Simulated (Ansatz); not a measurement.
# FH3S3Sn: how energies converge with the basis set

The task here is to estimate one member of a computed series from the others.

Computed with Ansatz 0.2.0, Gaussian basis. Level: one geometry, several basis sets.

Plan: PBE0-D4/def2-SVP; ωB97M-V/def2-SVP; PBE0-D4/def2-QZVPP; ωB97M-V/def2-QZVPP; the functionals' def2-TZVPP values are taken from earlier runs.

## The geometry

The geometry comes from an earlier relaxation with PBE0-D4 in a triple-zeta def2 set; it is a stationary point, not always the lowest conformer. Sn takes the def2 core potential; no spin-orbit term is included.

SMILES `[F][Sn]([SH])([SH])[SH]`, 8 atoms, charge 0, spin multiplicity 1.

Atoms are counted from 1 here; the program's logs count them from 0.

Bond lengths: F1–Sn2 1.921 Å, Sn2–S3 2.382 Å, Sn2–S4 2.373 Å, Sn2–S5 2.373 Å, S3–H6 1.346 Å, S4–H7 1.345 Å, S5–H8 1.345 Å. Angles: F1–Sn2–S3 100.6°, F1–Sn2–S4 110.2°, F1–Sn2–S5 107.2°, S3–Sn2–S4 113.7°, S3–Sn2–S5 116.8°, S4–Sn2–S5 107.9°, Sn2–S3–H6 89.8°, Sn2–S4–H7 91.5°, Sn2–S5–H8 91.9°.

Set-up of the first run:

Input file in.yaml:

```yaml
crystal:
  periodic: [false, false, false]
  atoms:
    - {symbol: F, position_ang: [-1.274222, -0.173612, 1.422955]}
    - {symbol: Sn, position_ang: [-0.200200, -0.031631, -0.163772]}
    - {symbol: S, position_ang: [1.972725, 0.161021, 0.792985]}
    - {symbol: S, position_ang: [-0.856078, 1.865321, -1.430009]}
    - {symbol: S, position_ang: [-0.626349, -1.964248, -1.472378]}
    - {symbol: H, position_ang: [1.422534, 0.220937, 2.019753]}
    - {symbol: H, position_ang: [0.039852, 2.642867, -0.796848]}
    - {symbol: H, position_ang: [-0.386061, -2.777753, -0.428488]}
basis:
  gaussian: {orbitals: def2-SVP}
hamiltonian: {xc: pbe0, dispersion: d4}
output: {orbitals: {seedname: orbitals}}
```

Among the steps run: PBE0-D4 in def2-SVP; ωB97M-V in def2-SVP; PBE0-D4 in def2-QZVPP; ωB97M-V in def2-QZVPP.

One table of the session follows, with a row left open; its other results are not shown here.

It belongs to the step «Functionals by basis». 

```
functional       basis  HOMO (eV)  LUMO (eV)
   PBE0-D4    def2-SVP          ?          ?
   PBE0-D4  def2-TZVPP      -7.95      -2.19
   PBE0-D4  def2-QZVPP      -7.97      -2.24
   ωB97M-V    def2-SVP      -9.94       0.09
   ωB97M-V  def2-TZVPP     -10.10      -0.22
   ωB97M-V  def2-QZVPP     -10.13      -0.34
```

**Question.** Estimate the row for PBE0-D4, def2-SVP.

As computed: HOMO (eV): -7.82; LUMO (eV): -1.99. In the column «HOMO (eV)» it is the highest.
